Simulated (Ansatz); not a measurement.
# Ge2H6 (digermane): CCSD(T)/6-31G(d) (spherical functions)

Aim: the vertical ionisation energy of Ge2H6 (digermane) at CCSD(T)/6-31G* (spherical functions), from 2 runs. 

The calculation is run with Ansatz 0.2.0.

39 further runs of the same task are left out: 39 set aside as unsound or not needed.

## (1) The structure to begin with

The species is Ge2H6 (8 atoms), meant as a singlet with charge 0. As SMILES, `[GeH3][GeH3]`. The coordinates come from a PBE0-D4/def2-TZVP relaxation.

Bond lengths: Ge1–Ge2 2.420 Å, Ge1–H3 1.537 Å, Ge1–H4 1.537 Å, Ge1–H5 1.537 Å, Ge2–H6 1.537 Å, Ge2–H7 1.537 Å, Ge2–H8 1.537 Å. Some angles: Ge1–Ge2–H6 110.3°, Ge1–Ge2–H7 110.3°, Ge1–Ge2–H8 110.3°, Ge2–Ge1–H3 110.3°, Ge2–Ge1–H4 110.3°, Ge2–Ge1–H5 110.3°, H6–Ge2–H7 108.6°, H6–Ge2–H8 108.6°, H7–Ge2–H8 108.6°, H3–Ge1–H4 108.6°.

## (2) The energy at CCSD(T)/6-31G(d) (spherical functions)

Contents of molecule.yaml:

```yaml
basis:
  gaussian: {orbitals: 6-31G_st_-spherical.json}
crystal:
  periodic: [false, false, false]
  atoms:
    - {symbol: Ge, position_ang: [-0.569150, 0.281910, -1.029950]}
    - {symbol: Ge, position_ang: [0.569150, -0.281910, 1.029950]}
    - {symbol: H, position_ang: [-0.360530, -0.825230, -2.075830]}
    - {symbol: H, position_ang: [-2.077470, 0.442320, -0.780090]}
    - {symbol: H, position_ang: [-0.023210, 1.601970, -1.597890]}
    - {symbol: H, position_ang: [0.367430, 0.829100, 2.073090]}
    - {symbol: H, position_ang: [2.076310, -0.450460, 0.778490]}
    - {symbol: H, position_ang: [0.017470, -1.597700, 1.602230]}
correlation: {method: ccsd_t, frozen_orbitals: {Ge: 9, H: 0}}
accuracy: high
scf: {omitted_lower_state_checks: [cluster_reference, increment]}
```

The basis set 6-31G* is read from a file made from the Basis Set Exchange's data (not shown).

The run is started by

```
$ ansatz run molecule.yaml --threads 1 --pin off --max-ram 3480MiB --events-out events.jsonl --progress --plain --runs-dir runs
```

Output, shortened:

```text
Warning: RAYON_NUM_THREADS=1 ignored (pool sized by the plan → 1); use --threads N
Functional definition: HF
  name "HF"
[...]
1611 factors; integrals over basis functions are off by at most 8.5e-9 eV
[...]
mean field -113025.90210950 eV, -4153.6252908160 hartree, gradient 1.9e-8 eV, S^2 0.000000; 0 other end points of the search recorded, 0 dependent functions left out
18 core orbitals not correlated: weight in the atoms' cores, before any rotation towards them, 1.000 or more for the frozen orbitals, at most 0.000 for the correlated occupied ones
reference -113025.90210950 eV, -4153.6252908160 hartree; 17, 17 occupied and 41, 41 virtual orbitals, 1611 factors
second order -13.53095623 eV of doubles, -0.00000000 eV of singles
cycle   1  -13.21217633 eV  change    3.2e-1 eV  update   9.6e-2
[...]
cycle  17  -13.83096148 eV  change    3.7e-9 eV  update   1.8e-9
perturbative correction -0.27599751 eV, -0.0101427213 hartree
Total energy: -113040.00906849 eV, -4154.1437119968 hartree
Checks for a lower state left out: cluster_reference, increment
```

Run time: 6.6 s. Hardware: 1 thread of Intel Xeon 6975P-C (Granite Rapids), shared host; peak memory 0.31 GiB.

## (3) The doublet cation, same level

Contents of input.yaml:

```yaml
crystal:
  periodic: [false, false, false]
  atoms:
    - {symbol: Ge, position_ang: [-0.569150, 0.281910, -1.029950]}
    - {symbol: Ge, position_ang: [0.569150, -0.281910, 1.029950]}
    - {symbol: H, position_ang: [-0.360530, -0.825230, -2.075830]}
    - {symbol: H, position_ang: [-2.077470, 0.442320, -0.780090]}
    - {symbol: H, position_ang: [-0.023210, 1.601970, -1.597890]}
    - {symbol: H, position_ang: [0.367430, 0.829100, 2.073090]}
    - {symbol: H, position_ang: [2.076310, -0.450460, 0.778490]}
    - {symbol: H, position_ang: [0.017470, -1.597700, 1.602230]}
basis:
  gaussian:
    orbitals: 6-31G_st_-spherical.json
scf:
  omitted_lower_state_checks: [cluster_reference, increment]
magnetization:
  spin_polarized: true
  initial_magnetization: 1
correlation:
  method: ccsd_t
  frozen_orbitals: {Ge: 9, H: 0}
total_charge: 1
accuracy: high
```

The basis set 6-31G* is read from a file made from the Basis Set Exchange's data (not shown).

The run is started by

```
$ ansatz run input.yaml --threads 1 --pin off --max-ram 3480MiB --events-out events.jsonl --progress --plain --runs-dir runs
```

Output, shortened:

```text
Warning: RAYON_NUM_THREADS=1 ignored (pool sized by the plan → 1); use --threads N
[... 2 set-up lines as earlier in the session ...]
[...]
1611 factors; integrals over basis functions are off by at most 8.5e-9 eV
[...]
mean field -113016.28993300 eV, -4153.2720498451 hartree, gradient 2.9e-8 eV, S^2 0.755606; 0 other end points of the search recorded, 0 dependent functions left out
18 core orbitals not correlated: weight in the atoms' cores, before any rotation towards them, 1.000 or more for the frozen orbitals, at most 0.000 for the correlated occupied ones
reference -113016.28993300 eV, -4153.2720498451 hartree; 17, 16 occupied and 41, 42 virtual orbitals, 1611 factors
second order -13.07829622 eV of doubles, -0.00000000 eV of singles
cycle   1  -12.79604507 eV  change    2.8e-1 eV  update   9.8e-2
[...]
cycle  24  -13.44452875 eV  change   -3.8e-9 eV  update   2.2e-9
perturbative correction -0.26502424 eV, -0.0097394610 hartree
Total energy: -113029.99948599 eV, -4153.7758666247 hartree
Checks for a lower state left out: cluster_reference, increment
```

It took 22 s on 1 thread of Intel Xeon 6975P-C (Granite Rapids), shared host; peak memory 0.56 GiB.

## (4) Outcome

Level: CCSD(T)/6-31G* (spherical functions), 18 core orbitals frozen.

```
                                                    quantity           value
                                 singlet Ge2H6: total energy  -4154.14371 Eh
 singlet Ge2H6: correlation energy (18 core orbitals frozen)      -518.4 mEh
                               singlet Ge2H6: (T) correction      -10.14 mEh
                                singlet Ge2H6: T1 diagnostic           0.011
                                doublet cation: total energy  -4153.77587 Eh
doublet cation: correlation energy (18 core orbitals frozen)      -503.8 mEh
                              doublet cation: (T) correction       -9.74 mEh
           doublet cation: ⟨S²⟩ of the reference determinant           0.756
                               doublet cation: T1 diagnostic           0.012
          vertical ionisation energy (to the doublet cation)       10.010 eV
```

Removing an electron at fixed nuclei costs 10.01 eV (231 kcal/mol). The triples (singlet Ge2H6) make up 2.0 % of the correlation energy. The triples (doublet cation) make up 1.9 % of the correlation energy.
